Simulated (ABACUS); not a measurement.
Pd:

```xyz
1
Lattice="0.0000 1.9465 1.9465 1.9465 0.0000 1.9465 1.9465 1.9465 0.0000" Properties=species:S:1:pos:R:3 pbc="T T T"
Pd    0.0000    0.0000    0.0000
```

| Item | Value |
| --- | --- |
| Program | ABACUS 3.10.1 |
| Task | single point |
| Functional | PBEsol |
| Potentials or basis | PseudoDojo NC SR 0.4.1 PBEsol standard |
| Cutoff | 1116 eV |
| Density cutoff | 4463 eV |
| Basis | plane waves |
| k mesh | 12 × 12 × 12 |
| Occupations | fermi-dirac, width 0.05 eV |
| Spin | no spin polarisation |

On this cell: pressure -3.0 GPa; band gap on the k mesh none (metal or under the smearing width).

The same run follows on a disturbed copy (cell strained at random at fixed volume):

```xyz
1
Lattice="-0.0111 1.9552 1.9419 1.9711 0.0063 1.9244 1.9644 1.9311 0.0130" Properties=species:S:1:pos:R:3 pbc="T T T"
Pd   -0.0396    0.0408    0.0136
```

Task: What changes?

Result: The energy (extrapolated to zero smearing) moves by +1.8 meV/atom; pressure -2.9 GPa; band gap on the k mesh none (metal or under the smearing width).

Stress tensor (GPa, compression positive):
```
-3.83  0.61  0.20
 0.61 -2.67 -1.36
 0.20 -1.36 -2.34
```

Caveats: this set's palladium file may shift the pressure by some GPa.
